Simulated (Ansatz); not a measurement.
# H₃ (doublet): from Hartree-Fock to the top rungs at distance H1–H2 along a hydrogen transfer = 0.858 Å, cc-pVQZ

The task here is to estimate one member of a computed series from the others.

The runs use Ansatz 0.2.0, Gaussian basis; cc-pVQZ, core rule «outside noble gas», up to 0 orbitals frozen.

The runs, in order: UHF; CCSD(T) on ROHF; CCSD(T) on UHF; BCCD(T) on ROHF; CISD; CCSDT on ROHF; CCSDT on UHF; CASSCF and NEVPT2, 3 electrons in 3 orbitals; Full CI.

4 further runs of the same task are left out: 4 that didn't finish.

## The geometry

The geometry derives from fragments relaxed apart (PBE0/def2-TZVP) and kept rigid, so it is no stationary point. A hydrogen atom is moved between rigid fragments.

3 atoms, charge 0, spin multiplicity 2.

Atoms are counted from 1 here; the program's logs count them from 0.

No contacts short enough for the rule that draws bonds.

Geometry (Å):

```
H     0.0000    0.0000   -0.9147
H     0.0000    0.0000   -0.0567
H     0.0000    0.0000    0.9713
```

The first run:

in.yaml reads:

```yaml
crystal:
  periodic: [false, false, false]
  atoms:
    - {symbol: H, position_ang: [0.000000, 0.000000, -0.914667]}
    - {symbol: H, position_ang: [0.000000, 0.000000, -0.056667]}
    - {symbol: H, position_ang: [0.000000, 0.000000, 0.971333]}
basis:
  gaussian: {orbitals: cc-pVQZ}
magnetization: {spin_polarized: true, initial_magnetization: 1}
hamiltonian: {xc: hf}
output: {orbitals: {seedname: orbitals}}
```

Run with:

```console
$ ansatz run in.yaml --threads 1 --pin off --events-out ev --progress --plain --max-ram 2393MiB
```

Steps of the session up to this table: UHF; CCSD(T) on ROHF; CCSD(T) on UHF; BCCD(T) on ROHF; CISD; CCSDT on ROHF; CCSDT on UHF; CASSCF and NEVPT2, 3 electrons in 3 orbitals; Full CI.

One table of the session follows, with a row left open; its other results are not shown here.

```
        method  from FCI (meV)
          ROHF               ?
           UHF         +1414.7
          RMP2          +335.0
          UMP2          +328.4
          CISD           +17.7
         RCCSD           +19.1
         UCCSD           +15.8
      RCCSD(T)            +3.1
      UCCSD(T)            +3.1
       BCCD(T)            +3.0
        RCCSDT             0.0
        UCCSDT             0.0
CASSCF valence          +904.8
NEVPT2 valence          +229.3
           FCI               0
```

Estimate the missing values for ROHF.

The run gave: from FCI (meV): +1642.6. In the column «from FCI (meV)» it is the highest.

To keep in mind: Restricted and unrestricted rows rest on different reference determinants; where their highest levels disagree by more than a few hundredths of an eV, they describe different states and don't form one ladder.
